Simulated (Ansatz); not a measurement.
## PtPb and its elements: a formation energy from the elements, step by step

With the Python package of Ansatz (0.2.0).

Interactive session:
```pycon
>>> from collections import Counter
>>> import warnings
>>> import ansatz as az
>>> import numpy as np
>>> SETTINGS = {
...     "xc": "pbesol",
...     "cutoff_ev": 510,
...     "k_spacing": 0.33,
...     "occupations": "cold",
...     "width_ev": 0.1,
... }
>>> PHASES = {
...     "PtPb": (
...         [(4.26, 0.0, 0.0), (-2.13, 3.689268, 0.0), (0.0, 0.0, 5.47)],
...         [
...             ("Pt", (1 / 3, 2 / 3, 0.25)),
...             ("Pt", (2 / 3, 1 / 3, 0.75)),
...             ("Pb", (0.0, 0.0, 0.0)),
...             ("Pb", (0.0, 0.0, 0.5)),
...         ],
...     ),
...     "Pt": (
...         [(0.0, 1.9609, 1.9609), (1.9609, 0.0, 1.9609), (1.9609, 1.9609, 0.0)],
...         [
...             ("Pt", (0.0, 0.0, 0.0)),
...         ],
...     ),
...     "Pb": (
...         [(0.0, 2.47502, 2.47502), (2.47502, 0.0, 2.47502), (2.47502, 2.47502, 0.0)],
...         [
...             ("Pb", (0.0, 0.0, 0.0)),
...         ],
...     ),
... }
>>> def build(vectors, sites):
...     crystal = az.Crystal(lattice=az.Lattice.of(vectors))
...     for symbol, position in sites:
...         crystal = crystal.atom(symbol, position)
...     return crystal
...
>>> def ground_state(name, crystal):
...     calc = (
...         crystal.calculation()
...         .functional(SETTINGS["xc"])
...         .basis(SETTINGS["cutoff_ev"])
...         .kpoints(spacing=SETTINGS["k_spacing"])
...         .occupations(SETTINGS["occupations"], width=SETTINGS["width_ev"])
...         .stress()
...     )
...     calc = calc.relax(force_tolerance=0.01, cell=True)
...     return calc.run(threads=1, backend="cpu")
...
>>> def counts(outcome):
...     return Counter(site.symbol for site in outcome.lattice.sites)
...
>>> def formation_energy(outcome, mu):
...     n = counts(outcome)
...     return (outcome.report["energy_sigma0_ev"] - sum(k * mu[element] for element, k in n.items())) / sum(n.values())
...
>>> def volume_per_atom(outcome):
...     return abs(np.linalg.det(outcome.lattice.cell_ang)) / len(outcome.lattice.sites)
...
>>> warnings.simplefilter("ignore", az.DeckWarning)
>>> phases = {name: build(*cell) for name, cell in PHASES.items()}
>>> done = {}
>>> for name, crystal in phases.items():
...     done[name] = ground_state(name, crystal)
...     print(f"{name}: {done[name].report['energy_sigma0_ev']:.4f} eV, {len(done[name].lattice.sites)} atoms")
...
PtPb: -48277.1084 eV, 4 atoms
Pt: -12383.8513 eV, 1 atoms
Pb: -11754.9529 eV, 1 atoms
>>> references = {"Pt": "Pt", "Pb": "Pb"}
>>> mu = {element: done[name].report["energy_sigma0_ev"] / len(done[name].lattice.sites) for element, name in references.items()}
>>> target = done["PtPb"]
>>> heat = formation_energy(target, mu)
>>> n = counts(target)
>>> print("cell content:", dict(n), " volume", round(volume_per_atom(target), 3), "A^3/atom")
cell content: {<Element.PT: 'Pt'>: 2, <Element.PB: 'Pb'>: 2}  volume 22.083 A^3/atom
>>> print("formation energy", round(heat, 4), "eV/atom,", round(heat * sum(n.values()), 4), "eV per cell")
formation energy 0.125 eV/atom, 0.4998 eV per cell
>>> print("bound against the elements" if heat < 0 else "unbound against the elements")
unbound against the elements
```

Reading the output:
- Absolute energies stand on the zero of these potentials, so only differences at equal settings mean something.
- For the metals among these phases the mesh is modest: differences between phases can be off by up to 40 meV an atom.
- Spin-orbit coupling, which matters for elements this heavy, is left out.
- The cells come from databases of deposited and of computed structures, and not all need be stable phases.
- The compound is the structure given, not necessarily its lowest; energies are at zero temperature, with no correction for gases. A semilocal functional's error on such energies is often 0.05 to 0.1 eV an atom, and 0.1 to 0.3 eV against gases such as O2 or F2.
- Run time: 39 s on 1 thread of Intel(R) Xeon(R) 6975P-C (Granite Rapids) (shared host), peak memory 0.51 GiB.

(Lines on the test bed's own set-up are left out of the output.)
